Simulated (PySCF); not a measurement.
# [Bi(NH2)2]+: a change of charge

Aim: at the relaxed geometry of [Bi(NH2)2]+, try a change of charge. The species was built from a template and needn't be a known compound.

Computed with PySCF 2.14.0. Level: PBE0, Bi def2-SVP with ECP60, N def2-SVP, H def2-SVP; scalar-relativistic core potentials, no spin–orbit coupling.

1 further run of the same task is left out (for a known fault of the program).

### 1 The starting structure

7 atoms, charge 1, spin multiplicity 1.

Bond lengths: Bi1–N2 2.057 Å, Bi1–N5 2.057 Å, N2–H3 1.018 Å, N2–H4 1.019 Å, N5–H6 1.018 Å, N5–H7 1.019 Å. Angles: N2–Bi1–N5 95.2°, Bi1–N2–H3 121.7°, Bi1–N2–H4 125.5°, H3–N2–H4 112.7°, Bi1–N5–H6 121.7°, Bi1–N5–H7 125.5°, H6–N5–H7 112.7°.

As a file:

```xyz
7
charge 1, multiplicity 1
Bi    0.00000    0.00000   -0.16443
N     1.49879   -0.24461    1.22289
H     2.46955   -0.37578    0.94529
H     1.37935   -0.21086    2.23390
N    -1.49879    0.24461    1.22289
H    -2.46955    0.37578    0.94529
H    -1.37935    0.21086    2.23390
```

Formal oxidation states: Bi +3. An earlier session relaxed this geometry at PBE0, Bi def2-SVP with ECP60, N def2-SVP, H def2-SVP (singlet, point group C2).

Its energy there is -326.071909 Eh.

### 2 One electron removed, multiplicity 2

run.py (the lines that set the calculation)

```python
mol = gto.M(atom='''
Bi     0.00000     0.00000    -0.16443
N      1.49879    -0.24461     1.22289
H      2.46955    -0.37578     0.94529
H      1.37935    -0.21086     2.23390
N     -1.49879     0.24461     1.22289
H     -2.46955     0.37578     0.94529
H     -1.37935     0.21086     2.23390''',
    basis={'Bi': 'def2-SVP', 'N': 'def2-SVP', 'H': 'def2-SVP'},
    ecp={'Bi': 'def2-SVP'},
    charge=2, spin=1)
mf = dft.UKS(mol, xc='PBE0')
mf.grids.atom_grid = (50, 194)
mf = mf.density_fit()  # fitting sets: Bi def2-universal-JKFIT, N def2-universal-JKFIT, H def2-universal-JKFIT
mf.conv_tol = 1e-08; mf.max_cycle = 55
mf.kernel(dm0)  # dm0: the density of the relaxed state
```

On the command line:

```
OMP_NUM_THREADS=2 python run.py
```

Standard output:

```text
init E= -326.079484959122
  HOMO = -0.466242427096  LUMO = -0.451143853199  gap/eV = 0.41085
cycle= 1 E= -325.4803788556  delta_E= 0.599  |g|= 0.309  |ddm|= 0.64
  HOMO = -0.796388481589  LUMO = -0.726092685496  gap/eV = 1.91285
cycle= 2 E= -325.420678171206  delta_E= 0.0597  |g|= 0.489  |ddm|= 0.729
  HOMO = -0.723105098715  LUMO = -0.627763429948  gap/eV = 2.59438
cycle= 3 E= -325.539050293153  delta_E= -0.118  |g|= 0.0316  |ddm|= 0.425
  HOMO = -0.711868314275  LUMO = -0.61297087462  gap/eV = 2.69114
cycle= 4 E= -325.540567372995  delta_E= -0.00152  |g|= 0.0149  |ddm|= 0.0813
  HOMO = -0.711184729819  LUMO = -0.607302058132  gap/eV = 2.82679
cycle= 5 E= -325.541129331729  delta_E= -0.000562  |g|= 0.0095  |ddm|= 0.0493
  HOMO = -0.71060820561  LUMO = -0.604364882001  gap/eV = 2.89103
cycle= 6 E= -325.54131320101  delta_E= -0.000184  |g|= 0.0031  |ddm|= 0.039
  HOMO = -0.710608253707  LUMO = -0.604179083352  gap/eV = 2.89609
cycle= 7 E= -325.541313063633  delta_E= 1.37e-07  |g|= 0.00344  |ddm|= 0.00615
  HOMO = -0.710613709135  LUMO = -0.604119105319  gap/eV = 2.89787
cycle= 8 E= -325.541319687665  delta_E= -6.62e-06  |g|= 0.0003  |ddm|= 0.00331
  HOMO = -0.710596153992  LUMO = -0.604137210033  gap/eV = 2.89690
cycle= 9 E= -325.541319783495  delta_E= -9.58e-08  |g|= 9.17e-05  |ddm|= 0.000683
  HOMO = -0.710596715917  LUMO = -0.604134014677  gap/eV = 2.89700
cycle= 10 E= -325.54131979238  delta_E= -8.88e-09  |g|= 2.4e-05  |ddm|= 0.000193
  HOMO = -0.710596127594  LUMO = -0.604130807561  gap/eV = 2.89707
Extra cycle  E= -325.541319792668  delta_E= -2.88e-10  |g|= 2.18e-05  |ddm|= 5.32e-05
converged SCF energy = -325.541319792668  <S^2> = 0.88963681  2S+1 = 2.1350755
```

Wall time 1.4 s (2 threads of Intel Xeon 6975P-C (Granite Rapids), shared host).

It gives: E = -325.541320 Eh (+14.438 eV from the relaxed state), HOMO -19.34 eV, LUMO -16.44 eV (over both spins), ⟨S²⟩ = 0.890, Mulliken charge on Bi1 +1.43 e. 

### 3 One electron added, multiplicity 2

Edit run.py (the lines that set the calculation) of step 2 so:

```diff
@@ -10,3 +10,3 @@
     ecp={'Bi': 'def2-SVP'},
-    charge=2, spin=1)
+    charge=0, spin=1)
 mf = dft.UKS(mol, xc='PBE0')
```

On the command line:

```
OMP_NUM_THREADS=2 python run.py
```

Standard output:

```text
init E= -326.078763848068
  HOMO = -0.294961446736  LUMO = -0.287517183814  gap/eV = 0.20257
cycle= 1 E= -326.26454656002  delta_E= -0.186  |g|= 0.163  |ddm|= 0.965
  HOMO = -0.095125997291  LUMO = -0.00156512198657  gap/eV = 2.54592
cycle= 2 E= -326.273553419661  delta_E= -0.00901  |g|= 0.158  |ddm|= 0.624
  HOMO = -0.127475906467  LUMO = -0.0315152707927  gap/eV = 2.61122
cycle= 3 E= -326.284502343329  delta_E= -0.0109  |g|= 0.0344  |ddm|= 0.203
  HOMO = -0.132585046672  LUMO = -0.0355567570182  gap/eV = 2.64027
cycle= 4 E= -326.285089626091  delta_E= -0.000587  |g|= 0.0129  |ddm|= 0.0535
  HOMO = -0.134465595262  LUMO = -0.0363613781203  gap/eV = 2.66955
cycle= 5 E= -326.285175242592  delta_E= -8.56e-05  |g|= 0.000919  |ddm|= 0.0125
  HOMO = -0.134576232567  LUMO = -0.0361567664785  gap/eV = 2.67813
cycle= 6 E= -326.28517686463  delta_E= -1.62e-06  |g|= 0.000501  |ddm|= 0.00298
  HOMO = -0.134581314867  LUMO = -0.0361106348466  gap/eV = 2.67952
cycle= 7 E= -326.285177148795  delta_E= -2.84e-07  |g|= 0.000159  |ddm|= 0.00114
  HOMO = -0.134585123267  LUMO = -0.0361033851598  gap/eV = 2.67982
cycle= 8 E= -326.285177188612  delta_E= -3.98e-08  |g|= 4.07e-05  |ddm|= 0.000468
  HOMO = -0.134585431121  LUMO = -0.0361065695536  gap/eV = 2.67975
cycle= 9 E= -326.285177191032  delta_E= -2.42e-09  |g|= 1.68e-05  |ddm|= 0.000114
  HOMO = -0.134585183049  LUMO = -0.0361075856079  gap/eV = 2.67971
Extra cycle  E= -326.285177190932  delta_E= 9.95e-11  |g|= 2.54e-05  |ddm|= 3.74e-05
converged SCF energy = -326.285177190932  <S^2> = 0.75233656  2S+1 = 2.0023352
```

Run time: 1.3 s. Hardware: 2 threads of Intel Xeon 6975P-C (Granite Rapids), shared host.

It gives: E = -326.285177 Eh (-5.803 eV from the relaxed state), HOMO -3.66 eV, LUMO -0.98 eV (over both spins), ⟨S²⟩ = 0.752, Mulliken charge on Bi1 +0.55 e. 

### 4 Results

| state | energy from the relaxed state (eV) | ⟨S²⟩ | time |
| --- | --- | --- | --- |
| charge +1, singlet, vacuum (relaxed) | 0 | 0.00 |  |
| charge 0, doublet, vacuum | -5.80 | 0.75 | 1.3 s |
| charge +2, doublet, vacuum | 14.44 | 0.89 | 1.4 s |

An electron taken off or put on is at rest in vacuum. 

Removing an electron vertically costs 14.44 eV (doublet), against −HOMO = 12.48 eV. Adding an electron vertically releases 5.80 eV (doublet). The bases are small and lack diffuse functions. Spin–orbit coupling is left out.
